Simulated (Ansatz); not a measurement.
**CH7BO (built from SMILES BOC.[H][H]): a reaction path by the nudged elastic band**

Aim: the minimum-energy path between two given structures and its highest point. Both ends were relaxed at PBE0-D4 in triple zeta.

Computed with Ansatz 0.2.0, Gaussian basis. Level: PBE0-D4/def2-SVP.

23 further runs of the same task are left out: 1 for a known fault of the program, 22 set aside as unsound or not needed.

## (1) The starting structure

The first end: 10 atoms, charge 0, spin multiplicity 1.

Atoms are counted from 1 here; the program's logs count them from 0.

Bond lengths: B1–O2 1.339 Å, B1–H4 1.196 Å, B1–H5 1.203 Å, O2–C3 1.414 Å, C3–H8 1.092 Å, C3–H9 1.092 Å, C3–H10 1.093 Å, H6–H7 0.747 Å. Angles: O2–B1–H4 116.9°, O2–B1–H5 120.2°, H4–B1–H5 123.0°, B1–O2–C3 122.4°, O2–C3–H8 108.8°, O2–C3–H9 108.8°, O2–C3–H10 111.2°, H8–C3–H9 108.7°, H8–C3–H10 109.6°, H9–C3–H10 109.6°.

Coordinates:

```
B    -1.03167   -0.10061   -1.24552
O    -0.03112    0.07801   -0.37326
C     0.41449   -0.95088    0.48856
H    -1.32915    0.83685   -1.92651
H    -1.58723   -1.16548   -1.31865
H     0.84087    2.22524    0.85818
H     1.10633    2.70516    1.36593
H     1.46777   -1.15107    0.28354
H     0.31694   -0.61146    1.52144
H    -0.16733   -1.86565    0.34620
```

The second end:

| atom | x (Å) | y (Å) | z (Å) |
| --- | --- | --- | --- |
| B1 | -0.8900 | 0.8929 | -0.4517 |
| O2 | 0.4678 | -0.0290 | -0.5401 |
| C3 | 0.6237 | -0.9693 | 0.5295 |
| H4 | -0.7540 | 1.6464 | -1.3850 |
| H5 | -1.7786 | 0.0849 | -0.5647 |
| H6 | 1.2218 | 0.5694 | -0.5696 |
| H7 | -0.8237 | 1.4190 | 0.6396 |
| H8 | 1.5485 | -1.5275 | 0.3831 |
| H9 | 0.6178 | -0.4518 | 1.4902 |
| H10 | -0.2335 | -1.6349 | 0.4687 |

## (2) The band at PBE0-D4/def2-SVP

Input file neb/in.yaml:

```yaml
crystal:
  periodic: [false, false, false]
  atoms:
    - {symbol: B, position_ang: [-1.031674, -0.100608, -1.245524]}
    - {symbol: O, position_ang: [-0.031118, 0.078012, -0.373263]}
    - {symbol: C, position_ang: [0.414487, -0.950879, 0.488564]}
    - {symbol: H, position_ang: [-1.329149, 0.836849, -1.926509]}
    - {symbol: H, position_ang: [-1.587227, -1.165480, -1.318655]}
    - {symbol: H, position_ang: [0.840872, 2.225236, 0.858182]}
    - {symbol: H, position_ang: [1.106330, 2.705156, 1.365928]}
    - {symbol: H, position_ang: [1.467769, -1.151073, 0.283541]}
    - {symbol: H, position_ang: [0.316936, -0.611464, 1.521438]}
    - {symbol: H, position_ang: [-0.167327, -1.865649, 0.346197]}
basis:
  gaussian: {orbitals: def2-SVP}
hamiltonian: {xc: pbe0, dispersion: d4}
neb:
  images: 5
  climbing: true
  max_iterations: 40
  initial_path: idpp
  final_atoms:
    - {symbol: B, position_ang: [-0.889993, 0.892881, -0.451724]}
    - {symbol: O, position_ang: [0.467827, -0.029037, -0.540077]}
    - {symbol: C, position_ang: [0.623681, -0.969287, 0.529457]}
    - {symbol: H, position_ang: [-0.754007, 1.646427, -1.384982]}
    - {symbol: H, position_ang: [-1.778579, 0.084865, -0.564727]}
    - {symbol: H, position_ang: [1.221783, 0.569415, -0.569597]}
    - {symbol: H, position_ang: [-0.823675, 1.419047, 0.639601]}
    - {symbol: H, position_ang: [1.548519, -1.527510, 0.383063]}
    - {symbol: H, position_ang: [0.617821, -0.451775, 1.490220]}
    - {symbol: H, position_ang: [-0.233479, -1.634927, 0.468666]}
```

Command:

```console
> ansatz run in.yaml --threads 2 --pin off --events-out ev --progress --plain --max-ram 4352MiB
```

Q: Predict the outcome of this session. Wanted: from earlier runs: barrier over the separately found saddle, CCSD(T)/def2-TZVPP.

The runs gave:

| quantity | value |
| --- | --- |
| PBE0-D4/def2-SVP, 22 iterations | highest 139.9 kJ/mol (image 4), last end +47.9 kJ/mol |
| from earlier runs: barrier over the separately found saddle, CCSD(T)/def2-TZVPP | 167.0 kJ/mol |

The highest image lies 139.9 kJ/mol above the first end, and it climbed, so it estimates the saddle. The ends are not quite minima at this level (largest force component 0.39 eV/Å), so the heights are unreliable: relaxing the first end would lower it and raise the barrier above it. The highest image is 27.1 kJ/mol below the CCSD(T) barrier in triple zeta, which comes from separate runs on the saddle.
